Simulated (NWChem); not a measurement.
**One shape, several levels: PbS (SMILES [S][Pb])**

Aim: a comparison of 6 runs (B2PLYP/def2-TZVPP, B3LYP/def2-TZVPP, BHLYP/def2-TZVPP, CAM-B3LYP/def2-TZVPP, M06-2X/def2-TZVPP, PBE0/def2-TZVPP) of PbS. 

Program for the calculation: NWChem 7.3.0.

1 further run of the same task is left out (set aside as unsound or not needed).

### Step 1. Starting point

PbS: 2 atoms, total charge 0, spin state singlet. SMILES: `[S][Pb]`. Geometry: the measured bond length.

Bond lengths: S1–Pb2 2.287 Å.

### Step 2. The energy at B2PLYP/def2-TZVPP (core potential) (run 1)

File mymol.nw:

```
start mymol
title "PbS B2PLYP"
memory 2200 mb
charge 0

geometry noautosym nocenter noautoz
 S      0.000000     0.000000     0.000000
 Pb     0.000000     0.000000     2.286863
end

basis "ao basis" spherical bse
 S library def2-TZVPP
 Pb library def2-TZVPP
end

ecp bse
 Pb library def2-TZVPP
end

dft
 xc hfexch 0.53 becke88 0.47 lyp 0.73 mp2 0.27
 dftmp2 semidirect
 grid fine
 convergence energy 1e-08
 iterations 100
 mulliken
 noprint "final vectors analysis"
end

mp2
 freeze core 9
end

task dft
```

Launch:

```
$ nwchem mymol.nw > mymol.out
```

Standard output:

```text
[...]
          Wavefunction type:  closed shell.
          No. of atoms     :     2
          No. of electrons :    38
[...]
          Charge           :     0
          Spin multiplicity:     1
[...]
          AO basis - number of functions:    92
[...]
              XC Information
              --------------
                     Hartree-Fock (Exact) Exchange  0.530
                    Becke 1988 Exchange Functional  0.470
              Lee-Yang-Parr Correlation Functional  0.730
[...]
 d= 0,ls=0.0,diis     1   -590.4892401093 -6.72D+02  2.14D-02  5.47D-01     4.3
[...]
 d= 0,ls=0.0,diis    10   -590.5868919480 -9.39D-09  6.50D-07  1.22D-09    30.2
         Total DFT energy =     -590.586891948041
      One electron energy =    -1049.028097879332
           Coulomb energy =      418.205720770876
    Exchange-Corr. energy =      -41.216876283140
 Nuclear repulsion energy =       81.452361443556
[...]
      Total Density - Mulliken Population Analysis
     ---------------------------------------------
    Atom       Charge   Shell Charges
 -----------   ------   -------------------------------------------------------
    1 S   16    16.56   2.01  0.48  1.48  1.11  0.81  4.18  1.68  0.90  2.30  1.57  0.00  0.01  0.04  0.00
    2 Pb  22    21.44   0.07 -0.60  1.84  0.71  1.16  0.73 -0.63  6.59  0.51  0.75  0.21  9.03  0.94  0.09  0.00  0.02
[...]
  Basis functions       =     92
[...]
```

It took 37 s on 1 thread of AMD EPYC, shared host; peak memory 0.23 GiB.

### Step 3. Energy and forces at B3LYP/def2-TZVPP (core potential) (run 2)

File struct.nw:

```
start struct
memory 2200 mb
geometry units angstrom noautosym nocenter noautoz
S        0.000000       0.000000       0.000000
Pb       0.000000       0.000000       2.286863
end
basis spherical bse
* library def2-TZVPP
end
ecp bse
Pb library def2-TZVPP
end
dft
xc b3lyp
grid fine
convergence energy 1e-08
maxiter 100
mulliken
end
task dft gradient
```

Launch:

```
$ nwchem struct.nw > struct.out
```

Standard output:

```text
[...]
          Wavefunction type:  closed shell.
          No. of atoms     :     2
          No. of electrons :    38
[...]
          Charge           :     0
          Spin multiplicity:     1
[...]
          AO basis - number of functions:    92
[...]
              XC Information
              --------------
                         B3LYP Method XC Potential
                     Hartree-Fock (Exact) Exchange  0.200
                        Slater Exchange Functional  0.800 local
                    Becke 1988 Exchange Functional  0.720 non-local
              Lee-Yang-Parr Correlation Functional  0.810
                  VWN I RPA Correlation Functional  0.190 local
[...]
 d= 0,ls=0.0,diis     1   -591.0930713309 -6.73D+02  3.09D-02  8.72D-01     4.5
[...]
 d= 0,ls=0.0,diis    11   -591.2077232012 -5.52D-09  2.32D-07  6.63D-10    34.6
         Total DFT energy =     -591.207723201166
      One electron energy =    -1049.159109687523
           Coulomb energy =      418.321223832463
    Exchange-Corr. energy =      -41.822198789662
 Nuclear repulsion energy =       81.452361443556
[...]
      Total Density - Mulliken Population Analysis
     ---------------------------------------------
    Atom       Charge   Shell Charges
 -----------   ------   -------------------------------------------------------
    1 S   16    16.51   2.01  0.47  1.49  1.15  0.78  4.18  1.66  0.93  2.27  1.52  0.00  0.01  0.03  0.00
    2 Pb  22    21.49   0.07 -0.61  1.89  0.68  1.21  0.70 -0.63  6.61  0.53  0.76  0.22  8.98  0.99  0.08  0.00  0.02
[...]
  wavefunction    = closed shell
                         DFT ENERGY GRADIENTS
    atom               coordinates                        gradient
                 x          y          z           x          y          z
   1 S       0.000000   0.000000   0.000000    0.000000  -0.000000   0.007330
   2 Pb      0.000000   0.000000   4.321544   -0.000000   0.000000  -0.007330
[...]
```

It took 51 s on 1 thread of AMD EPYC, shared host; peak memory 0.13 GiB.

Runs 3 to 5 aren't shown in full; the table further down has their settings and results.

### Step 4. Energy and forces at PBE0/def2-TZVPP (core potential) (run 6)

File calc.xyz:

```xyz
2
PbS
S      0.000000     0.000000     0.000000
Pb     0.000000     0.000000     2.286863
```

File calc.nw:

```
start calc
title "PbS"
memory 2200 mb

geometry units angstrom noautosym nocenter noautoz
  load calc.xyz
end

basis spherical bse
  * library def2-TZVPP
end

ecp bse
  Pb library def2-TZVPP
end

dft
  xc pbe0
  mult 1
  grid fine
  convergence energy 1e-08
  maxiter 100
  mulliken
  noprint "final vectors analysis"
end

task dft gradient
```

Launch:

```
$ nwchem calc.nw > calc.out
```

Standard output:

```text
[...]
          Wavefunction type:  closed shell.
          No. of atoms     :     2
          No. of electrons :    38
[...]
          Charge           :     0
          Spin multiplicity:     1
[...]
          AO basis - number of functions:    92
[...]
              XC Information
              --------------
                         PBE0 Method XC Functional
                     Hartree-Fock (Exact) Exchange  0.250
          PerdewBurkeErnzerhof Exchange Functional  0.750
            Perdew 1991 LDA Correlation Functional  1.000 local
           PerdewBurkeErnz. Correlation Functional  1.000 non-local
[...]
 d= 0,ls=0.0,diis     1   -590.8711923846 -6.72D+02  2.89D-02  7.54D-01     4.7
[...]
 d= 0,ls=0.0,diis    10   -590.9802757109 -4.16D-09  6.82D-07  5.50D-09    33.0
         Total DFT energy =     -590.980275710907
      One electron energy =    -1049.174017879830
           Coulomb energy =      418.339542820533
    Exchange-Corr. energy =      -41.598162095166
 Nuclear repulsion energy =       81.452361443556
[...]
      Total Density - Mulliken Population Analysis
     ---------------------------------------------
    Atom       Charge   Shell Charges
 -----------   ------   -------------------------------------------------------
    1 S   16    16.52   2.01  0.47  1.48  1.12  0.83  4.18  1.67  0.90  2.33  1.49  0.00  0.01  0.04  0.00
    2 Pb  22    21.48   0.07 -0.61  1.87  0.69  1.21  0.69 -0.63  6.60  0.53  0.77  0.19  8.98  0.99  0.09  0.00  0.02
[...]
  wavefunction    = closed shell
                         DFT ENERGY GRADIENTS
    atom               coordinates                        gradient
                 x          y          z           x          y          z
   1 S       0.000000   0.000000   0.000000   -0.000000   0.000000  -0.002078
   2 Pb      0.000000   0.000000   4.321544    0.000000  -0.000000   0.002078
[...]
```

Wall time 51 s (1 thread of AMD EPYC, shared host); peak memory 0.13 GiB.

### Step 5. The series

```
run                                  level      task  frozen core orbitals  energy (Eh)  dipole moment (D)  wall time
  1     B2PLYP/def2-TZVPP (core potential)    energy                     9  -590.772786               4.47       37 s
  2      B3LYP/def2-TZVPP (core potential)  gradient                     –  -591.207723               4.01       51 s
  3      BHLYP/def2-TZVPP (core potential)  gradient                     –  -590.993789               4.45       44 s
  4  CAM-B3LYP/def2-TZVPP (core potential)  gradient                     –  -591.093887               4.30    3.4 min
  5     M06-2X/def2-TZVPP (core potential)  gradient                     –  -590.972377               4.65       61 s
  6       PBE0/def2-TZVPP (core potential)  gradient                     –  -590.980276               4.18       51 s
```

### Step 6. Results

```
                       quantity          value
            run 6: total energy  -590.98028 Eh
           run 6: dipole moment         4.18 D
run 6: largest force on an atom     0.107 eV/Å
```

The dipole moment (its size) runs from 4.01 D (B3LYP/def2-TZVPP) to 4.65 D (M06-2X/def2-TZVPP). Over runs 2, 3, 4, 5 the HOMO–LUMO gap runs from 4.14 eV (B3LYP/def2-TZVPP) to 6.58 eV (CAM-B3LYP/def2-TZVPP). Totals of different functionals can't be ranked against each other. All runs together took 7.5 min, the longest 3.4 min.
